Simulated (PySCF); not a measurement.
# GaF−: from the state search to spectroscopic constants

One table from this session's results is given with a row withheld; the runs are named, their logs left out.

Computed with PySCF 2.14.0. Level: Ga aug-cc-pVDZ-PP with ECP10, F aug-cc-pVDZ, scalar-relativistic core potentials.

2 further runs of the same task are left out: 2 set aside as unsound or not needed.

The first run:

A driver script around PySCF takes these settings:

```
atoms                         : Ga, F
charge                        : -1
basis                         : Ga aug-cc-pVDZ-PP with ECP10, F aug-cc-pVDZ
Hamiltonian                   : scalar-relativistic core potentials
basis functions               : 55
electrons treated             : 31
masses in u                   : 68.9256, 18.9984
levels                        : PBE0, PBE, r²SCAN, MN15, TPSS, BHandHLYP, ωB97X, HF, MP2, SCS-MP2
grid                          : 80 radial by 434 angular points
occupations                   : held fixed by the projection of orbital angular momentum
dissociation limit            : Ga + F−, each in its ground configuration
starting distance in angstrom : 1.920
values of 2S to try           : 1, 3
```

Started as:

```bash
$ OMP_NUM_THREADS=1 python dia.py task.json out
```

Among the steps run: The job; The PBE0 curve of the state that the search chose; PBE (GGA); r²SCAN (meta-GGA); MN15 (hybrid meta-GGA); TPSS (meta-GGA); BHandHLYP; ωB97X; UHF (mean field).

One table of the session follows, with a row left open; its other results are not shown here.

Energy (eV) from each level's lowest point:

```
R (Å)    UHF  UHF-MP2  UHF-SCS-MP2    PBE   TPSS
1.614  0.588    0.705        0.713  0.828  0.782
1.689  0.218    0.295        0.301  0.380  0.348
1.764      ?        ?            ?      ?      ?
1.821  0.000    0.015        0.017  0.038  0.029
1.877  0.008    0.000        0.000  0.000  0.000
1.933  0.053    0.025        0.023  0.004  0.012
2.008  0.150    0.100        0.095  0.056  0.074
2.102  0.305    0.237        0.228  0.168  0.197
2.215  0.514    0.431        0.417  0.341  0.380
2.365  0.789    0.703        0.682  0.593  0.643
```

Estimate the missing values for R (Å) = 1.764.

Worked estimate for «UHF». A straight line through the neighbours (1.689, 0.218) and (1.821, 0.000) gives 0.218 + (0.000 − 0.218) × (1.764 − 1.689) / (1.821 − 1.689) = 0.094; a parabola fitted to 4 rows on both sides gives 0.033.

**Answer.** UHF: 0.044; UHF-MP2: 0.084; UHF-SCS-MP2: 0.087; PBE: 0.132; TPSS: 0.113. In «UHF» the line misses by +0.050 and the parabola by -0.011.
